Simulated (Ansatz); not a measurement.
# Si3C3N8: the band gap up the ladder of functionals

One table from this session's results is given with a row withheld; the runs are named, their logs left out.

Program: Ansatz 0.2.0. PAW datasets, plane waves. Values at 0 K without nuclear motion; spin polarisation is off, and the phase may be a hypothetical one.

### The system as given

The cell was relaxed beforehand with r2SCAN.

The symmetry is P-6 (No. 174, hexagonal); conventional cell a = 7.042 Å, c = 2.668 Å, 8.19 Å³ an atom. Around C lie 4 N at 1.43–1.58 Å; around Si lie 4 N at 1.68–1.74 Å; around N lie 3 C at 1.48 Å; around N lie 3 Si at 1.70 Å; around N lie 1 C at 1.43 Å and 2 Si at 1.68 Å.

Structure file:

```cif
data_structure
_symmetry_space_group_name_H-M 'P-6'
_symmetry_Int_Tables_number 174
_cell_length_a 7.0424
_cell_length_b 7.0424
_cell_length_c 2.6683
_cell_angle_alpha 90.000
_cell_angle_beta 90.000
_cell_angle_gamma 120.000
_cell_volume 114.61
loop_
_atom_site_label
_atom_site_type_symbol
_atom_site_symmetry_multiplicity
_atom_site_Wyckoff_symbol
_atom_site_fract_x
_atom_site_fract_y
_atom_site_fract_z
_atom_site_occupancy
C1 C 3 k 0.23669 0.81092 0.50000 1
Si1 Si 3 j 0.39059 0.22557 0.00000 1
N1 N 1 d 0.33333 0.66667 0.50000 1
N2 N 1 e 0.66667 0.33333 0.00000 1
N3 N 3 k 0.00234 0.69833 0.50000 1
N4 N 3 j 0.31036 0.94840 0.00000 1
```

Set-up of the first run:

input.yaml

```yaml
crystal:
  lattice:
    - [7.0423915226, -2.8e-09, 0.0]
    - [-3.5211957589, 6.0988899633, 0.0]
    - [0.0, 0.0, 2.6682892076]
  atoms:
    - { symbol: C, position: [0.2366944638, 0.8109222511, 0.5] }
    - { symbol: Si, position: [0.3905853112, 0.2255703943, 0.0] }
    - { symbol: Si, position: [0.8349850832, 0.6094146888, 0.0] }
    - { symbol: C, position: [0.1890777489, 0.4257722126, 0.5] }
    - { symbol: C, position: [0.5742277874, 0.7633055362, 0.5] }
    - { symbol: Si, position: [0.7744296057, 0.1650149168, 0.0] }
    - { symbol: "N", position: [0.3333333333, 0.6666666667, 0.5] }
    - { symbol: "N", position: [0.6666666667, 0.3333333333, 0.0] }
    - { symbol: "N", position: [1.0023415523, 0.6983309487, 0.5] }
    - { symbol: "N", position: [0.3103589817, 0.9484037635, 0.0] }
    - { symbol: "N", position: [0.6380447818, 0.6896410183, 0.0] }
    - { symbol: "N", position: [0.3016690513, 0.3040106036, 0.5] }
    - { symbol: "N", position: [0.0515962365, 0.3619552182, 0.0] }
    - { symbol: "N", position: [0.6959893964, -0.0023415523, 0.5] }
kpoints:
  mp_grid: { grid: [6, 6, 10] }
  band_path:
    path:
      - [[0.0, 0.0, 0.0], [0.5, 3.345045912044e-17, 0.0], [0.3333333333333, 0.3333333333333, 0.0], [0.0, 0.0, 0.0], [0.0, 0.0, 0.5], [0.5, 3.345045912044e-17, 0.5], [0.3333333333333, 0.3333333333333, 0.5], [0.0, 0.0, 0.5]]
      - [[0.5, 3.345045912044e-17, 0.5], [0.5, 3.345045912044e-17, 0.0]]
      - [[0.3333333333333, 0.3333333333333, 0.5], [0.3333333333333, 0.3333333333333, 0.0]]
    npoints: 10
hamiltonian:
  xc: pbe
scf:
  occupations: { method: fermi_dirac, width: 0.02 }
  n_extra_bands: 7
output:
  forces: true
  stress: true
  eigenvalues: true
  write_density: true
  write_potential: true
  elf: true
  volumetric_format: npy
```

Among the steps run: Band structure with PBE; r2SCAN at the same geometry; HSE06; Single point with PBE0.

One table of the session follows, with a row left open; its other results are not shown here.

```
 level  gap (eV)
   PBE      2.29
r2SCAN      2.67
 HSE06         ?
  PBE0      4.55
```

**Question.** Estimate the row for HSE06.

**Answer.** gap (eV): 3.78. In the column «gap (eV)» it lies between r2SCAN (2.67) and PBE0 (4.55).

Meshes: PBE 6×6×10, r2SCAN 6×6×10, HSE06 3×3×6, PBE0 3×3×6

In words: PBE gives the least gap, 2.29 eV, and PBE0 the largest, 4.55 eV. Against HSE06, PBE is short by 1.49 eV, at 61 % of it, and r2SCAN 71 %. PBE0 lies 0.77 eV above HSE06, which differs from it by screening the long-range exchange.

To keep in mind: Warnings in the runs' records: stress exchange threshold loose, stress scf threshold loose.
